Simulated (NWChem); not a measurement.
# GeSiH6 (SMILES [SiH3][GeH3]) at 5 levels

Wanted: a comparison of 5 runs (HF/STO-3G, HF/3-21G, B3LYP/6-31G*, M06-2X/cc-pVDZ) of GeSiH6. 

The results are computed with NWChem 7.3.0.

4 further runs of the same task are left out: 2 that didn't finish, 2 set aside as unsound or not needed.

### Step 1. The molecule

GeSiH6: 8 atoms, total charge 0, spin state singlet. As SMILES, `[SiH3][GeH3]`. Geometry: relaxed at PBE0-D4/def2-TZVP.

Bond lengths: Si1–Ge2 2.378 Å, Si1–H3 1.487 Å, Si1–H4 1.487 Å, Si1–H5 1.487 Å, Ge2–H6 1.538 Å, Ge2–H7 1.538 Å, Ge2–H8 1.538 Å. Some angles: Si1–Ge2–H6 110.6°, Si1–Ge2–H7 110.6°, Si1–Ge2–H8 110.6°, Ge2–Si1–H3 110.1°, Ge2–Si1–H4 110.1°, Ge2–Si1–H5 110.1°, H6–Ge2–H7 108.3°, H6–Ge2–H8 108.3°, H7–Ge2–H8 108.3°, H3–Si1–H4 108.8°.

### Step 2. Energy and gradient at HF/STO-3G (run 1)

geh6si.xyz

```xyz
8

Si    -0.516700     0.386500    -1.010200
Ge     0.529700    -0.393800     0.977400
H     -1.894900     0.857200    -0.710900
H     -0.590800    -0.708400    -2.013300
H      0.260800     1.514500    -1.587400
H      0.619100     0.733600     2.019400
H      1.954300    -0.890500     0.679100
H     -0.269300    -1.556200     1.590100
```

run.py

```python
from ase.io import read
from ase.calculators.nwchem import NWChem

atoms = read('geh6si.xyz')

calc = NWChem(
    label='geh6si',
    theory='scf',
    memory='2200 mb',
    basis='STO-3G',
    basispar='spherical bse',
    scf={'nopen': '0', 'rhf': None, 'thresh': '1e-08', 'maxiter': '80'},
)
atoms.calc = calc

forces = atoms.get_forces()
e = atoms.get_potential_energy()
print(f"E = {e:.6f} eV")
print("forces (eV/A):")
for s, f in zip(atoms.symbols, forces):
    print(f"{s:2s} {f[0]:10.5f} {f[1]:10.5f} {f[2]:10.5f}")
print("dipole (e A):", atoms.get_dipole_moment().round(4))
```

Started as:

```bash
export ASE_NWCHEM_COMMAND="nwchem PREFIX.nwi > PREFIX.nwo"
python run.py
```

The program printed:

```text
E = -63698.152373 eV
forces (eV/A):
Si   -0.20101    0.14594   -0.37096
Ge    0.48748   -0.36047    0.91794
H     1.55850   -0.51535   -0.42716
H     0.04499    1.30170    1.08593
H    -0.94246   -1.27604    0.58889
H    -0.10984   -1.56585   -1.41164
H    -1.95358    0.67548    0.43822
H     1.11591    1.59460   -0.82121
dipole (e A): [-0.0197  0.0143 -0.0372]
```

The calculator wrote geh6si.nwi:

```
title "geh6si"

permanent_dir geh6si

scratch_dir geh6si

start geh6si

geometry units angstrom nocenter noautosym noautoz
  Si -5.1670000000000005e-01 3.8650000000000001e-01 -1.0102000000000000e+00
  Ge 5.2969999999999995e-01 -3.9379999999999998e-01 9.7740000000000005e-01
  H  -1.8949000000000000e+00 8.5719999999999996e-01 -7.1089999999999998e-01
  H  -5.9079999999999999e-01 -7.0840000000000003e-01 -2.0133000000000001e+00
  H  2.6079999999999998e-01 1.5145000000000000e+00 -1.5873999999999999e+00
  H  6.1909999999999998e-01 7.3360000000000003e-01 2.0194000000000001e+00
  H  1.9542999999999999e+00 -8.9049999999999996e-01 6.7910000000000004e-01
  H  -2.6929999999999998e-01 -1.5562000000000000e+00 1.5901000000000001e+00
end

memory 2200 mb

basis spherical bse noprint
   * library STO-3G
end

scf
  nopen 0
  rhf
  thresh 1e-08
  maxiter 80
end

task scf gradient
```

geh6si.nwo:

```text
Northwest Computational Chemistry Package (NWChem) 7.3.0
             --------------------------------------------------------

           Job information
           ---------------

    nwchem branch   = 7.3.0
    use scalapack   = T
    input           = geh6si.nwi
    prefix          = geh6si.
    data base       = geh6si/geh6si.db
    status          = startup
    nproc           =        1

           Memory information
           ------------------

[... 5 lines left out ...]
    hardfail = no
[... 135 lines left out ...]
         Quadratically convergent ROHF
[... 14 lines left out ...]
       Final RHF  results
[... 4 lines left out ...]
      Two-electron energy =   1114.846333519130
[... 42 lines left out ...]
                       ROHF Final Molecular Orbital Analysis
[... 207 lines left out ...]
                 ----------------------------------------
                 |  Time  |  1-e(secs)   |  2-e(secs)   |
                 ----------------------------------------
                 |  CPU   |       0.00   |       0.43   |
                 ----------------------------------------
                 |  WALL  |       0.00   |       0.43   |
                 ----------------------------------------

 Task  times  cpu:        1.7s     wall:        1.7s
 Total times  cpu:        1.7s     wall:        1.7s
```

It took 2.7 s on 1 thread of AMD EPYC 9R45 (Zen 5), shared host; peak memory 0.1 GiB.

### Step 3. Energy and gradient at HF/3-21G (run 2)

mymol.nw

```
echo
start mymol
title "GeH6Si hf"
memory total 2200 mb
geometry noautosym nocenter noautoz
   Si    -0.516700     0.386500    -1.010200
   Ge     0.529700    -0.393800     0.977400
   H     -1.894900     0.857200    -0.710900
   H     -0.590800    -0.708400    -2.013300
   H      0.260800     1.514500    -1.587400
   H      0.619100     0.733600     2.019400
   H      1.954300    -0.890500     0.679100
   H     -0.269300    -1.556200     1.590100
end
basis "ao basis" spherical bse
   Si library 3-21G
   Ge library 3-21G
   H library 3-21G
end
scf
   thresh 1e-08
   maxiter 80
end
task scf gradient
```

Started as:

```bash
nwchem mymol.nw > mymol.out
```

The program printed:

```text
[...]
  functions       =    47
[...]
  wavefunction    = RHF
[...]
         Total SCF energy =  -2356.177390045038
      One-electron energy =  -3631.650017906342
      Two-electron energy =   1102.624261147075
 Nuclear repulsion energy =    172.848366714228
        Time for solution =      1.2s
[...]
                         RHF ENERGY GRADIENTS
    atom               coordinates                        gradient
                 x          y          z           x          y          z
   1 Si     -0.976421   0.730379  -1.909001    0.003722  -0.002694   0.006919
   2 Ge      1.000988  -0.744174   1.847018   -0.004948   0.003676  -0.009296
   3 H      -3.580842   1.619873  -1.343406    0.000382  -0.000156   0.000024
   4 H      -1.116450  -1.338682  -3.804585    0.000060   0.000238   0.000326
   5 H       0.492841   2.861990  -2.999751   -0.000175  -0.000350   0.000262
   6 H       1.169929   1.386303   3.816113    0.000364  -0.000657   0.000386
   7 H       3.693091  -1.682801   1.283313   -0.000047  -0.000133   0.000817
   8 H      -0.508903  -2.940792   3.004853    0.000643   0.000076   0.000561
[...]
```

It took 2.4 s on 1 thread of AMD EPYC 9R45 (Zen 5), shared host; peak memory 0.099 GiB.

Runs 3 to 4 aren't shown in full; the table further down has their settings and results.

### Step 4. Energy and forces at M06-2X/cc-pVDZ (run 5)

run.py

```python
from ase import Atoms
from ase.calculators.nwchem import NWChem

mol = Atoms(['Si', 'Ge', 'H', 'H', 'H', 'H', 'H', 'H'], positions=[
    [-0.516700, 0.386500, -1.010200],
    [0.529700, -0.393800, 0.977400],
    [-1.894900, 0.857200, -0.710900],
    [-0.590800, -0.708400, -2.013300],
    [0.260800, 1.514500, -1.587400],
    [0.619100, 0.733600, 2.019400],
    [1.954300, -0.890500, 0.679100],
    [-0.269300, -1.556200, 1.590100],
])

calc = NWChem(
    label='geh6si',
    theory='dft',
    memory='2200 mb',
    basis='cc-pVDZ',
    basispar='spherical bse',
    dft={'xc': 'm06-2x', 'mult': '1', 'grid': 'xfine', 'convergence': 'energy 1e-08', 'iterations': '100', 'mulliken': None},
)
mol.calc = calc

forces = mol.get_forces()
print("Total energy (eV):", round(mol.get_potential_energy(), 6))
print("forces (eV/A):")
for s, f in zip(mol.symbols, forces):
    print(f"{s:2s} {f[0]:10.5f} {f[1]:10.5f} {f[2]:10.5f}")
print("dipole (e A):", mol.get_dipole_moment().round(4))
```

Started as:

```bash
export ASE_NWCHEM_COMMAND="nwchem PREFIX.nwi > PREFIX.nwo"
python run.py
```

The program printed:

```text
Total energy (eV): -64491.343744
forces (eV/A):
Si   -0.05106    0.03414   -0.08942
Ge    0.02931   -0.02175    0.05101
H    -0.06515    0.02180    0.01723
H    -0.00170   -0.05482   -0.04520
H     0.04119    0.05548   -0.02638
H    -0.00051    0.13375    0.09724
H     0.14717   -0.04726   -0.05214
H    -0.09930   -0.12136    0.04762
dipole (e A): [-0.0107  0.0078 -0.0202]
```

The calculator wrote geh6si.nwi:

```
title "geh6si"

permanent_dir geh6si

scratch_dir geh6si

start geh6si

geometry units angstrom nocenter noautosym noautoz
  Si -5.1670000000000005e-01 3.8650000000000001e-01 -1.0102000000000000e+00
  Ge 5.2969999999999995e-01 -3.9379999999999998e-01 9.7740000000000005e-01
  H  -1.8949000000000000e+00 8.5719999999999996e-01 -7.1089999999999998e-01
  H  -5.9079999999999999e-01 -7.0840000000000003e-01 -2.0133000000000001e+00
  H  2.6079999999999998e-01 1.5145000000000000e+00 -1.5873999999999999e+00
  H  6.1909999999999998e-01 7.3360000000000003e-01 2.0194000000000001e+00
  H  1.9542999999999999e+00 -8.9049999999999996e-01 6.7910000000000004e-01
  H  -2.6929999999999998e-01 -1.5562000000000000e+00 1.5901000000000001e+00
end

memory 2200 mb

basis spherical bse noprint
   * library cc-pVDZ
end

dft
  xc m06-2x
  mult 1
  grid xfine
  convergence energy 1e-08
  iterations 100
  mulliken
end

task dft gradient
```

geh6si.nwo:

```text
Northwest Computational Chemistry Package (NWChem) 7.3.0
             --------------------------------------------------------

           Job information
           ---------------

    nwchem branch   = 7.3.0
    use scalapack   = T
    input           = geh6si.nwi
    prefix          = geh6si.
    data base       = geh6si/geh6si.db
    status          = startup
    nproc           =        1

           Memory information
           ------------------

[... 5 lines left out ...]
    hardfail = no
[... 106 lines left out ...]
  convergence criterion.
[... 40 lines left out ...]
          Spatial weights used:  Erf1
[... 32 lines left out ...]
 1-e energy   =   -3641.802236
[... 39 lines left out ...]
           Coulomb energy =     1203.034184134487
[... 604 lines left out ...]
          Convergence on density requested:  1.00D-05
[... 26 lines left out ...]
          total energy or number of iterations.
[... 36 lines left out ...]
                 ----------------------------------------
                 |  Time  |  1-e(secs)   |  2-e(secs)   |
                 ----------------------------------------
                 |  CPU   |       0.01   |      24.71   |
                 ----------------------------------------
                 |  WALL  |       0.01   |      24.71   |
                 ----------------------------------------

 Task  times  cpu:       78.6s     wall:       78.6s
 Total times  cpu:       78.6s     wall:       78.6s
```

Wall time 80 s (1 thread of AMD EPYC 9R45 (Zen 5), shared host); peak memory 0.14 GiB.

### Step 5. All runs side by side

```
run                               level  iteration cap  module   energy (Eh)  dipole moment (D)  HOMO energy (eV)  LUMO energy (eV)  wall time
  1                           HF/STO-3G             80     scf  -2340.863943               0.21             -8.80             10.97      2.7 s
  2                            HF/3-21G             80     scf  -2356.177390               0.08            -10.84              3.84      2.4 s
  3  B3LYP/6-31G* (spherical functions)            100     dft  -2369.851746               0.10             -7.99              0.44       18 s
  4  B3LYP/6-31G* (Cartesian functions)            100     dft  -2369.858499               0.10                 –                 –       20 s
  5                      M06-2X/cc-pVDZ            100     dft  -2370.013188               0.12             -9.24              1.48       80 s
```

### Step 6. What came out

| quantity | value |
| --- | --- |
| run 5: total energy | -2370.01319 Eh |
| run 5: dipole moment | 0.12 D |
| run 5: HOMO energy | -9.24 eV |
| run 5: LUMO energy | 1.48 eV |
| run 5: HOMO–LUMO gap | 10.72 eV |
| run 5: largest force on an atom | 0.165 eV/Å |

**Reading.** The dipole moment (its size) runs from 0.08 D (HF/3-21G) to 0.21 D (HF/STO-3G). The two dipoles point in opposite directions. Over runs 1, 2, 3, 5 the HOMO–LUMO gap runs from 8.43 eV (B3LYP/6-31G*) to 19.77 eV (HF/STO-3G). The two ends differ in method and basis. Totals of different functionals can't be ranked against each other. In run 1 the basis is minimal, so the values are rough. All runs together took 2.1 min, the longest 80 s.
